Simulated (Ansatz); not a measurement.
**PBE-QIDH/def2-SVP run of C2H5GeN (SMILES C1=[N][GeH2][CH2]1)**

What is the vertical singlet–triplet gap of C2H5GeN at PBE-QIDH/def2-SVP? 

The results are computed with Ansatz 0.2.0.

82 further runs of the same task are left out: 82 set aside as unsound or not needed.

**1. The structure to begin with**

C2H5GeN has 9 atoms, charge 0, and is taken as a singlet. As SMILES, `C1=[N][GeH2][CH2]1`. The shape is that of a PBE0-D4/def2-TZVP optimisation.

Bond lengths: C1–N2 1.278 Å, N2–Ge3 1.910 Å, C1–C4 1.512 Å, Ge3–C4 1.983 Å, C1–H5 1.098 Å, Ge3–H6 1.538 Å, Ge3–H7 1.538 Å, C4–H8 1.092 Å, C4–H9 1.092 Å. Some angles: C1–N2–Ge3 89.9°, N2–C1–C4 114.8°, N2–Ge3–C4 74.4°, C1–C4–Ge3 80.9°, N2–C1–H5 121.7°, C4–C1–H5 123.5°, N2–Ge3–H6 115.0°, N2–Ge3–H7 115.0°, C4–Ge3–H6 118.6°, C4–Ge3–H7 118.6°.

**2. A single-point energy at PBE-QIDH/def2-SVP**

Input file in.yaml:

```yaml
crystal:
  periodic: [false, false, false]
  atoms:
    - {symbol: C, position_ang: [-0.186800, -0.549700, -1.075100]}
    - {symbol: N, position_ang: [1.035900, -0.182500, -1.141500]}
    - {symbol: Ge, position_ang: [0.903900, 0.560600, 0.613000]}
    - {symbol: C, position_ang: [-0.885400, -0.197100, 0.218500]}
    - {symbol: H, position_ang: [-0.675600, -1.079500, -1.903400]}
    - {symbol: H, position_ang: [1.056500, 2.089100, 0.684100]}
    - {symbol: H, position_ang: [1.776000, -0.127000, 1.676700]}
    - {symbol: H, position_ang: [-1.720500, 0.497400, 0.107000]}
    - {symbol: H, position_ang: [-1.215600, -1.057700, 0.803700]}
basis:
  gaussian: {orbitals: def2-SVP}
hamiltonian: {xc: {name: PBE-QIDH}}
correlation: {frozen_orbitals: {C: 1, Ge: 9, H: 0, "N": 1}}
accuracy: high
output: {orbitals: {seedname: orbitals}}
```

The run is started by

```console
$ ansatz run in.yaml --threads 1 --pin off --max-ram 3480MiB --events-out events.jsonl --progress --plain --runs-dir runs
```

Standard output:

```text
Warning: RAYON_NUM_THREADS=1 ignored (pool sized by the plan → 1); use --threads N
Functional definition: PBE-QIDH
  name "PBE-QIDH"
  parameter a = 3^(-1/3)
  parameter c = 1/3
  exchange = (1 - a)*pbe_x + a*exact_x
  correlation = (1 - c)*pbe_c + c*(mp2_os + mp2_ss)
2271 factors; integrals over basis functions are off by at most 4.6e-9 eV
mean field evaluation 1: about -60120.0995 eV, gradient 3.7e1 eV
mean field evaluation 2: about -60120.1733 eV, gradient 3.6e1 eV
mean field evaluation 4: about -60123.4364 eV, gradient 4.3e0 eV
mean field evaluation 8: about -60123.4879 eV, gradient 3.1e-1 eV
mean field evaluation 16: about -60123.4883 eV, gradient 7.5e-5 eV
mean field -60123.48833854 eV, -2209.4974432772 hartree, gradient 5.2e-8 eV, S^2 0.000000; 0 other end points of the search recorded, 0 dependent functions left out
12 core orbitals not correlated: weight in the atoms' cores, before any rotation towards them, 1.000 or more for the frozen orbitals, at most 0.000 for the correlated occupied ones
reference -60123.48833951 eV, -2209.4974433128 hartree; 16, 16 occupied and 71, 71 virtual orbitals, 2271 factors
second order -20.38513213 eV of doubles, -0.00000000 eV of singles
Total energy: -60130.28338355 eV, -2209.7471565755 hartree
```

Wall time 6.6 s (1 thread of AMD EPYC 9R45 (Zen 5), shared host); peak memory 0.38 GiB.

**3. The triplet**

Input file run.yaml:

```yaml
basis:
  gaussian:
    orbitals: def2-SVP
crystal:
  periodic: [false, false, false]
  atoms:
    - {symbol: C, position_ang: [-0.186800, -0.549700, -1.075100]}
    - {symbol: "N", position_ang: [1.035900, -0.182500, -1.141500]}
    - {symbol: Ge, position_ang: [0.903900, 0.560600, 0.613000]}
    - {symbol: C, position_ang: [-0.885400, -0.197100, 0.218500]}
    - {symbol: H, position_ang: [-0.675600, -1.079500, -1.903400]}
    - {symbol: H, position_ang: [1.056500, 2.089100, 0.684100]}
    - {symbol: H, position_ang: [1.776000, -0.127000, 1.676700]}
    - {symbol: H, position_ang: [-1.720500, 0.497400, 0.107000]}
    - {symbol: H, position_ang: [-1.215600, -1.057700, 0.803700]}
magnetization:
  spin_polarized: true
  initial_magnetization: 2
hamiltonian:
  xc: {name: PBE-QIDH}
correlation:
  frozen_orbitals: {C: 1, Ge: 9, H: 0, "N": 1}
accuracy: high
output: {orbitals: {seedname: orbitals}}
```

The run is started by

```console
$ ansatz run run.yaml --threads 1 --pin off --max-ram 3480MiB --events-out events.jsonl --progress --plain --runs-dir runs
```

Standard output:

```text
Warning: RAYON_NUM_THREADS=1 ignored (pool sized by the plan → 1); use --threads N
Functional definition: PBE-QIDH
  name "PBE-QIDH"
  parameter a = 3^(-1/3)
  parameter c = 1/3
  exchange = (1 - a)*pbe_x + a*exact_x
  correlation = (1 - c)*pbe_c + c*(mp2_os + mp2_ss)
2271 factors; integrals over basis functions are off by at most 4.6e-9 eV
mean field evaluation 1: about -60116.3078 eV, gradient 2.4e1 eV
mean field evaluation 2: about -60116.3899 eV, gradient 2.3e1 eV
mean field evaluation 4: about -60119.6824 eV, gradient 2.5e0 eV
mean field evaluation 8: about -60119.8474 eV, gradient 4.4e-1 eV
mean field evaluation 16: about -60119.8540 eV, gradient 1.6e-3 eV
mean field evaluation 32: about -60119.8540 eV, gradient 1.0e-6 eV
mean field -60119.85401680 eV, -2209.3638844169 hartree, gradient 4.8e-8 eV, S^2 2.015687; 2 other end points of the search recorded, 0 dependent functions left out
12 core orbitals not correlated: weight in the atoms' cores, before any rotation towards them, 1.000 or more for the frozen orbitals, at most 0.000 for the correlated occupied ones
reference -60119.85401778 eV, -2209.3638844529 hartree; 17, 15 occupied and 70, 72 virtual orbitals, 2271 factors
second order -19.09033285 eV of doubles, -0.00000000 eV of singles
Total energy: -60126.21746207 eV, -2209.5977367170 hartree
```

It took 14 s on 1 thread of AMD EPYC 9R45 (Zen 5), shared host; peak memory 0.55 GiB.

**4. Summary of results**

At PBE-QIDH/def2-SVP, 12 core orbitals frozen:

```
                                                         quantity           value
                                            singlet: total energy  -2209.74716 Eh
                       singlet: HOMO energy (SCF part's orbitals)        -9.16 eV
                       singlet: LUMO energy (SCF part's orbitals)         1.92 eV
                     singlet: HOMO–LUMO gap (SCF part's orbitals)        11.08 eV
                                            triplet: total energy  -2209.59774 Eh
triplet: HOMO energy (SCF part's orbitals) (highest over α and β)        -5.05 eV
 triplet: LUMO energy (SCF part's orbitals) (lowest over α and β)        -1.01 eV
                                                    triplet: ⟨S²⟩           2.016
                 vertical energy of the triplet above the singlet        4.066 eV
```

At this shape the triplet lies 4.07 eV (392 kJ/mol) above the singlet.
